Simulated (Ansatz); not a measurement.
The system is Ta3AsAu2O13.

```
Ta As Au O
1.0
     5.24237    3.02668    4.14273
    -5.24237    3.02668    4.14273
     0.00000   -6.05337    4.14273
Ta As Au O
3 1 2 13
Direct
  0.23108 0.57229 0.23108
  0.23108 0.23108 0.57229
  0.57229 0.23108 0.23108
  0.55878 0.55878 0.55878
  0.96559 0.96559 0.96559
  0.75105 0.75105 0.75105
  0.40884 0.66762 0.40884
  0.40884 0.40884 0.66762
  0.66762 0.40884 0.40884
  0.49726 0.01313 0.36024
  0.36024 0.49726 0.01313
  0.01313 0.36024 0.49726
  0.36024 0.01313 0.49726
  0.01313 0.49726 0.36024
  0.49726 0.36024 0.01313
  0.10963 0.74806 0.10963
  0.10963 0.10963 0.74806
  0.74806 0.10963 0.10963
  0.30840 0.30840 0.30840
```

The cell was built by a generator and needn't be a form met in nature.

Base run:

```yaml
Program: Ansatz 0.2.0
Functional: PBE
Potentials_or_basis: all-electron LAPW, scalar-relativistic
Cutoff: 566 eV
Density_cutoff: 2264 eV
Basis_error_allowed: 0.003 eV/atom
k_mesh: 3 × 3 × 3
Occupations: fermi-dirac, width 0.05 eV
Spin: no spin polarisation
```

Its results: band gap on the k mesh 1.11 eV, indirect (least direct gap 1.16 eV); pressure 0.0 GPa; largest force 0.009 eV/Å.

Task: After a change of settings the same cell gave: band gap on the k mesh 1.01 eV, indirect (least direct gap 1.05 eV); pressure -5.7 GPa; largest force 0.710 eV/Å. Which change was it?
A. functional from PBE to LDA
B. potentials or basis from all-electron LAPW, scalar-relativistic to all-electron PAW datasets made for the crystal; k mesh from 3 × 3 × 3 to 4 × 4 × 4
C. functional from PBE to RPBE
D. k mesh from 3 × 3 × 3 to 4 × 4 × 4

Result: A.

LDA binds more tightly than PBE, so the same cell stands under less pressure.

Caveats: spin-orbit coupling is left out, which moves the levels of the heavy elements; an odd mesh through Γ misses points on the zone boundary, where band edges often lie (some runs).

Not every run made on this cell is shown here.
